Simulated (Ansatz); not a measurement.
# C3H4F4: how energies converge with the basis set

How large a basis does C3H4F4 need? Two functionals are run in growing sets.

Method: one geometry, several basis sets; program: Ansatz 0.2.0, Gaussian basis.

The runs, in order: PBE0-D4/def2-SVP; ωB97M-V/def2-SVP; PBE0-D4/def2-QZVPP; ωB97M-V/def2-QZVPP; the functionals' def2-TZVPP values are taken from earlier runs.

## 1. The geometry

The geometry comes from an earlier relaxation with PBE0-D4 in a triple-zeta def2 set; it is a stationary point, not always the lowest conformer.

11 atoms, charge 0, spin multiplicity 1.

Atoms are counted from 1 here; the program's logs count them from 0.

Bond lengths: F1–C2 1.355 Å, C2–F3 1.361 Å, C2–C4 1.506 Å, C2–H8 1.094 Å, C4–C5 1.506 Å, C4–H9 1.092 Å, C4–H10 1.092 Å, C5–F6 1.355 Å, C5–F7 1.361 Å, C5–H11 1.094 Å. Angles: F1–C2–F3 107.4°, F1–C2–C4 109.5°, F1–C2–H8 108.2°, F3–C2–C4 109.8°, F3–C2–H8 107.8°, C4–C2–H8 113.9°, C2–C4–C5 112.4°, C2–C4–H9 109.2°, C2–C4–H10 108.6°, C5–C4–H9 108.6°, C5–C4–H10 109.2°, H9–C4–H10 108.8°, C4–C5–F6 109.5°, C4–C5–F7 109.8°, C4–C5–H11 113.9°, F6–C5–F7 107.4°, F6–C5–H11 108.2°, F7–C5–H11 107.8°.

As a file:

```xyz
11
C3H4F4
F    -1.8252   -1.0863    1.1330
C    -0.5603   -0.6362    0.9509
F     0.2639   -1.7188    0.9748
C    -0.4587    0.0544   -0.3833
C     0.9262    0.5804   -0.6536
F     0.9513    1.1899   -1.8634
F     1.2558    1.5146    0.2793
H    -0.2982    0.0013    1.8000
H    -1.1596    0.8916   -0.4095
H    -0.7320   -0.6578   -1.1650
H     1.7020   -0.1903   -0.6424
```

## 2. PBE0-D4 in def2-SVP

File in.yaml:

```yaml
crystal:
  periodic: [false, false, false]
  atoms:
    - {symbol: F, position_ang: [-1.825156, -1.086301, 1.132958]}
    - {symbol: C, position_ang: [-0.560276, -0.636183, 0.950903]}
    - {symbol: F, position_ang: [0.263948, -1.718772, 0.974779]}
    - {symbol: C, position_ang: [-0.458652, 0.054411, -0.383343]}
    - {symbol: C, position_ang: [0.926183, 0.580377, -0.653628]}
    - {symbol: F, position_ang: [0.951253, 1.189930, -1.863374]}
    - {symbol: F, position_ang: [1.255835, 1.514632, 0.279328]}
    - {symbol: H, position_ang: [-0.298196, 0.001270, 1.799962]}
    - {symbol: H, position_ang: [-1.159637, 0.891573, -0.409537]}
    - {symbol: H, position_ang: [-0.732004, -0.657757, -1.165007]}
    - {symbol: H, position_ang: [1.702002, -0.190281, -0.642440]}
basis:
  gaussian: {orbitals: def2-SVP}
hamiltonian: {xc: pbe0, dispersion: d4}
output: {orbitals: {seedname: orbitals}}
```

Launch:

```console
ansatz run in.yaml --threads 4 --pin off --events-out ev --progress --plain --max-ram 11315MiB
```

The runs that follow: ωB97M-V in def2-SVP; PBE0-D4 in def2-QZVPP; ωB97M-V in def2-QZVPP.

Before running them: what should the planned runs give, taken together? Wanted: PBE0-D4: double and triple zeta above quadruple; ωB97M-V: double and triple zeta above quadruple.

**Answer**, as computed:

| quantity | value |
| --- | --- |
| PBE0-D4: double and triple zeta above quadruple | 17.53, 0.72 eV |
| ωB97M-V: double and triple zeta above quadruple | 17.93, 0.69 eV |

In words: For PBE0-D4 the step from double to triple zeta gains 16.81 eV and the next only 0.72 eV. These are total energies; as a rule much of such shifts cancels in differences, which this series doesn't test. The LUMO of ωB97M-V is positive and keeps falling with the basis (3.91 to 2.22 eV): an unbound level that the basis holds in place.
